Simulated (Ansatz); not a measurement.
This was printed by a script on the Ansatz DFT code, driven from Python, for a single point in a Gaussian basis of H2. What did the script look like? Use: PBE0, cc-pVTZ basis, multiplicity 1, D4 dispersion.

```yaml
atoms:
  - { symbol: H, position_ang: [0.0000, 0.0000, 0.0000] }
  - { symbol: H, position_ang: [0.0000, 0.0000, 0.6400] }
```

Running `python energy.py` prints:
```text
crystal:
  periodic: [false, false, false]
  atoms:
    - { symbol: H, position_ang: [0.0, 0.0, 0.0] }
    - { symbol: H, position_ang: [0.0, 0.0, 0.64] }
basis:
  gaussian:
    orbitals: cc-pVTZ
hamiltonian:
  xc: pbe0
  dispersion: d4
output:
  orbitals: {}

reference energy       -31.542807 eV
total energy           -31.544404 eV
occupied orbitals outside the frozen core (up, down): [1, 1]  frozen: 0  virtual: [27, 27]
<S^2> = 0.0  all-electron relativity setting: none
passes: {'evaluations': 10, 'products': 6}
occupied orbitals by irrep: [{'Ag': 1}, {'Ag': 1}]
Alpha     -12.621 eV  occupation 2
Alpha       2.511 eV  occupation 0
Alpha       5.564 eV  occupation 0
```

The script that was run (others could print the same):

`energy.py`
```python
# -*- coding: utf-8 -*-
"""Electronic structure of the H2 molecule."""

from dataclasses import dataclass
from pathlib import Path

import ansatz as az


@dataclass(frozen=True)
class Settings:
    basis: str = "cc-pVTZ"
    functional: str = "pbe0"
    dispersion: str = "d4"


cfg = Settings()

GEOMETRY = """
H     0.00000    0.00000    0.00000
H     0.00000    0.00000    0.64000
"""


def main():
    system = az.Crystal.molecule()
    for line in GEOMETRY.strip().splitlines():
        symbol, *xyz = line.split()
        system = system.atom(symbol, [float(v) for v in xyz])

    model = (
        system.calculation()
        .basis(gaussian=cfg.basis)
        .functional(cfg.functional, dispersion=cfg.dispersion)
        .orbitals()
    )
    print(model.to_yaml())
    res = model.run(runs_dir="out")
    summary = res.report

    print("reference energy %16.6f eV" % summary["reference_energy_ev"])
    print("total energy     %16.6f eV" % summary["free_energy_ev"])
    print("occupied orbitals outside the frozen core (up, down):", summary["n_occupied"], " frozen:", summary["n_frozen"], " virtual:", summary["n_virtual"])

    field = summary["mean_field"]
    print("<S^2> =", round(abs(field["state"]["spin_squared"]), 4), " all-electron relativity setting:", field["relativity"])
    print("passes:", field["passes"])
    if "symmetry" in field:
        print("occupied orbitals by irrep:", field["symmetry"]["occupied"])

    lines = Path(summary["orbitals_path"]).read_text().splitlines()
    field_of = lambda key: [line.split("=")[1].strip() for line in lines if line.startswith(key)]
    orbitals = [(27.211386 * float(e), s, float(n)) for e, s, n in zip(field_of("Ene="), field_of("Spin="), field_of("Occup="))]
    homo = max(e for e, _, n in orbitals if n > 0.5)
    lumo = min(e for e, _, n in orbitals if n < 0.5)
    for e, spin, n in sorted(orbitals):
        if homo - 6 < e < lumo + 5:
            print(f"{spin:6s} {e:10.3f} eV  occupation {n:.0f}")


if __name__ == "__main__":
    main()
```

Reading the output:
- Total energies depend on the basis set; only differences at equal settings carry meaning.
- The geometry is a force-field or estimated start, not a minimum of this method, and the basis set is short of its limit.
- Alpha marks a spatial orbital of a restricted run, filled by both spins.
- Total less reference energy is the dispersion correction.
- Levels such as HOMO and LUMO are orbital energies: with these approximate functionals they aren't the ionisation energy and electron affinity, and their gap isn't the fundamental gap.
- The whole script took 0.4 s on 1 thread of Arm Neoverse V2 (shared host), peak memory 0.12 GiB.
